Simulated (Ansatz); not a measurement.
# Tl: the crystal squeezed far

One table from this session's results is given with a row withheld; the runs are named, their logs left out.

Computed with Ansatz 0.2.0 (DFT, LDA, PAW with Ansatz's default frozen-core files, scalar-relativistic, unless a step's input says otherwise).

1 further run of the same task is left out (it didn't finish). Runs told in other sessions of the task aren't counted.

### Starting point

The structure is cubic, space group Im-3m (No. 229). Conventional cell: a = 3.792 Å, b = 3.792 Å, c = 3.792 Å, α = 90.00°, β = 90.00°, γ = 90.00°. Tl (site symmetry m-3m) is surrounded by 8 Tl at 3.28 Å.

Coordinates:

```cif
data_structure
_symmetry_space_group_name_H-M 'Im-3m'
_symmetry_Int_Tables_number 229
_cell_length_a 3.7922
_cell_length_b 3.7922
_cell_length_c 3.7922
_cell_angle_alpha 90.000
_cell_angle_beta 90.000
_cell_angle_gamma 90.000
_cell_volume 54.54
loop_
_atom_site_label
_atom_site_type_symbol
_atom_site_symmetry_multiplicity
_atom_site_Wyckoff_symbol
_atom_site_fract_x
_atom_site_fract_y
_atom_site_fract_z
_atom_site_occupancy
Tl1 Tl 2 a 0.00000 0.00000 0.00000 1
```

The file gives the conventional cell by its symmetry; the runs use the cell typed in the input.

Whether this phase is the stable one at these pressures isn't tested.

The first run:

File input.yaml:

```yaml
crystal:
  lattice:
    - [-1.8961139409, 1.8961139409, 1.8961139409]
    - [1.8961139409, -1.8961139409, 1.8961139409]
    - [1.8961139409, 1.8961139409, -1.8961139409]
  atoms:
    - { symbol: Tl, position: [0.0, 0.0, 0.0] }
kpoints:
  mp_grid: { grid: [14, 14, 14] }
scf:
  occupations: { method: fermi_dirac, width: 0.1 }
hamiltonian:
  xc: lda
  pseudopotentials: { kind: paw }
output:
  forces: true
  stress: true
relax:
  f_tol: 0.005
  max_steps: 40
  cell: {}
```

The run is started by

```bash
$ ansatz run input.yaml --threads 1 --pin off --max-ram 2048MiB --backend cpu --events-out ev --progress --plain --runs-dir out
```

Steps of the session up to this table: Cell relaxed at zero pressure, PAW; Volume scaled by 1, PAW; Volume scaled by 0.9, PAW; Volume scaled by 0.8, PAW; Volume scaled by 0.7, PAW; Volume scaled by 0.6, PAW; Volume scaled by 0.5, PAW; Volume scaled by 0.4, PAW; Volume scaled by 0.4, PAW (cutoff 1000 eV).

One of the session's tables, all rows but one given; the rest of the session is left out.

| method | volume over the first | volume (Å³/atom) | pressure (GPa) |
| --- | --- | --- | --- |
| PAW | 1 | 27.268 | -0.02 |
| PAW | 0.9 | 24.541 | 6.02 |
| PAW | 0.8 | 21.814 | 17.59 |
| PAW | 0.7 | 19.088 | 40.65 |
| PAW | 0.6 | 16.361 | 88.97 |
| PAW | 0.5 | ? | ? |
| PAW | 0.4 | 10.907 | 472.73 |
| PAW (cutoff 1000 eV) | 0.4 | 10.907 | 472.58 |

Q: Estimate the row for PAW, 0.5 from the others.

As computed: volume (Å³/atom): 13.634; pressure (GPa): 198.06. In the column «volume (Å³/atom)» it lies between PAW (cutoff 1000 eV), 0.4 (10.907) and PAW, 0.6 (16.361).
